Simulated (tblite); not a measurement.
# C7H13AlSi: the cost of one run

Computed with tblite 0.8.0 and PySCF 2.14.0, with density-fitted response routines of our own, on a single molecule in the gas phase. Atoms count from 0, in the outputs and in this text.

## 1. The molecule as given

22 atoms, charge 0, multiplicity 1; geometry from: force field or distance geometry start.

Bonds of the start (Å): C0–C1 1.21, C1–C2 1.47, C2–Si3 1.89, C2–Al4 1.96, Al4–C5 2.03, C5–C6 1.52, C6–C7 1.50, C7–C8 1.52, C8–Al4 2.00, C0–H9 1.09, C2–H10 1.12, Si3–H11 1.49, Si3–H12 1.44, Si3–H13 1.46, C5–H14 1.09, C5–H15 1.07, C6–H16 1.10, C6–H17 1.12, C7–H18 1.10, C7–H19 1.12, C8–H20 1.12, C8–H21 1.09.

## 2. Geometry optimisation with GFN2-xTB

The job: settings as JSON, then the geometry in Å.

```
{"job": {"kind": "relax", "xc": "GFN2-xTB", "basis": "xTB"}, "charge": 0, "multiplicity": 1}
C     -2.927800     0.279200     2.339300
C     -2.453000    -0.095000     1.289000
C     -1.843300    -0.554800     0.037200
Si    -2.844400     0.033900    -1.455500
Al    -0.001600     0.118500    -0.033500
C      1.333100    -0.122000    -1.541200
C      2.492200     0.493200    -0.766500
C      2.600700    -0.220800     0.548300
C      1.396600     0.155500     1.401100
H     -3.362600     0.607600     3.277800
H     -1.807900    -1.669000     0.067200
H     -4.050300    -0.833100    -1.487900
H     -2.116800    -0.171200    -2.682100
H     -3.287000     1.418200    -1.305600
H      1.443400    -1.198600    -1.668200
H      1.054300     0.434400    -2.413000
H      3.431400     0.527300    -1.337900
H      2.137900     1.520400    -0.516100
H      3.514000     0.056300     1.098900
H      2.634700    -1.324200     0.372500
H      1.494400     1.175800     1.840100
H      1.151600    -0.612000     2.133700
```

Run with:

```console
> OMP_NUM_THREADS=1 python probes_run.py task.json out
```

One launch serves the whole session: the jobs run in the order shown.

Q: Estimate the wall time of this first job on 1 thread of Arm Neoverse V2, shared host.

About 1.2 s.
